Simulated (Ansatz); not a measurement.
**C2H7BZn: up Jacob's ladder to CCSD(T)**

How much do the methods differ for C2H7BZn? The plan is to run it at one geometry with functionals of several rungs and with coupled cluster. The yardstick is the atomisation energy at the CCSD(T) limit.

Program: Ansatz 0.2.0, Gaussian basis. Level of theory: functionals in def2-TZVPP, the program's frozen cores in correlated methods. These are calculated values, not measurements.

The runs, in order: PBE-D4, r2SCAN-D4, PBE0-D4, B3LYP-D4, ωB97X-V, ωB97M-V, B2PLYP; CCSD(T)/def2-TZVPP; MP2/def2-QZVPP; extrapolation to the limit.

## 1. Structure used throughout

All runs share one geometry, relaxed beforehand with PBE0-D4 in a triple-zeta def2 set.

SMILES `B[CH](C)[ZnH]`, 11 atoms, charge 0, spin multiplicity 1.

Atoms are counted from 1 here; the program's logs count them from 0.

Bond lengths: B1–C2 1.486 Å, B1–H5 1.207 Å, B1–H6 1.204 Å, C2–C3 1.514 Å, C2–Zn4 2.064 Å, C2–H7 1.097 Å, C3–H8 1.095 Å, C3–H9 1.095 Å, C3–H10 1.092 Å, Zn4–H11 1.543 Å. Angles: C2–B1–H5 119.9°, C2–B1–H6 121.0°, H5–B1–H6 118.7°, B1–C2–C3 125.3°, B1–C2–Zn4 81.4°, B1–C2–H7 118.0°, C3–C2–Zn4 110.3°, C3–C2–H7 113.4°, Zn4–C2–H7 96.7°, C2–C3–H8 114.1°, C2–C3–H9 109.7°, C2–C3–H10 111.2°, H8–C3–H9 106.2°, H8–C3–H10 108.1°, H9–C3–H10 107.1°, C2–Zn4–H11 168.4°.

## 2. PBE-D4 (GGA)

Input file in.yaml:

```yaml
crystal:
  periodic: [false, false, false]
  atoms:
    - {symbol: B, position_ang: [-0.434656, 1.286903, -0.495162]}
    - {symbol: C, position_ang: [-0.366332, 0.104264, 0.402027]}
    - {symbol: C, position_ang: [0.880609, -0.389925, 1.103783]}
    - {symbol: Zn, position_ang: [-0.616708, -0.885077, -1.391670]}
    - {symbol: H, position_ang: [-1.503116, 1.667429, -0.909084]}
    - {symbol: H, position_ang: [0.567085, 1.800204, -0.923634]}
    - {symbol: H, position_ang: [-1.296196, -0.242121, 0.870528]}
    - {symbol: H, position_ang: [0.950734, -1.480592, 1.176286]}
    - {symbol: H, position_ang: [0.899038, -0.013480, 2.132023]}
    - {symbol: H, position_ang: [1.783763, -0.023348, 0.610590]}
    - {symbol: H, position_ang: [-0.798919, -1.881356, -2.555187]}
basis:
  gaussian: {orbitals: def2-TZVPP}
hamiltonian: {xc: pbe, dispersion: d4}
output: {forces: true, orbitals: {seedname: orbitals}}
```

Launch:

```sh
$ ansatz run in.yaml --threads 4 --pin off --events-out ev --progress --plain --max-ram 10444MiB
```

The runs that follow: r2SCAN-D4 (meta-GGA); PBE0-D4 (hybrid); B3LYP-D4 (hybrid); ωB97X-V (range-separated); ωB97M-V (range-separated); B2PLYP (double hybrid); CCSD(T) in def2-TZVPP; MP2 in def2-QZVPP.

Q: Predict the results of all the runs planned. Wanted: atomisation energy, CCSD(T)/CBS; farthest; mean size of error, hybrid; mean size of error, range-separated; gap, smallest and largest; T1 diagnostic; triples share of the correlation energy.

The runs gave:

```
                               quantity                                 value
        atomisation energy, CCSD(T)/CBS                         3674.2 kJ/mol
 functionals within 18.4 kJ/mol (0.5 %)                              B3LYP-D4
                               farthest                 PBE-D4 (+63.0 kJ/mol)
             mean size of error, hybrid                           23.0 kJ/mol
    mean size of error, range-separated                           26.8 kJ/mol
              gap, smallest and largest  4.08 eV (PBE-D4), 10.06 eV (ωB97X-V)
                          T1 diagnostic                                0.0135
triples share of the correlation energy                                 3.5 %
```

PBE-D4 misses by +63.0 kJ/mol. Double hybrids carry the basis error of their MP2 part in triple zeta, and no dispersion term here, so their miss is partly the set-up's. Misses under about 18.4 kJ/mol are within the doubt on the reference itself, which lacks core-valence correlation, relativity and higher excitations. Hartree-Fock recovers 77 % of the binding; the rest is correlation. Orbital gaps span 4.1 to 10.1 eV; exact exchange widens them. For Zn the d shell is correlated and the shells below it are frozen.
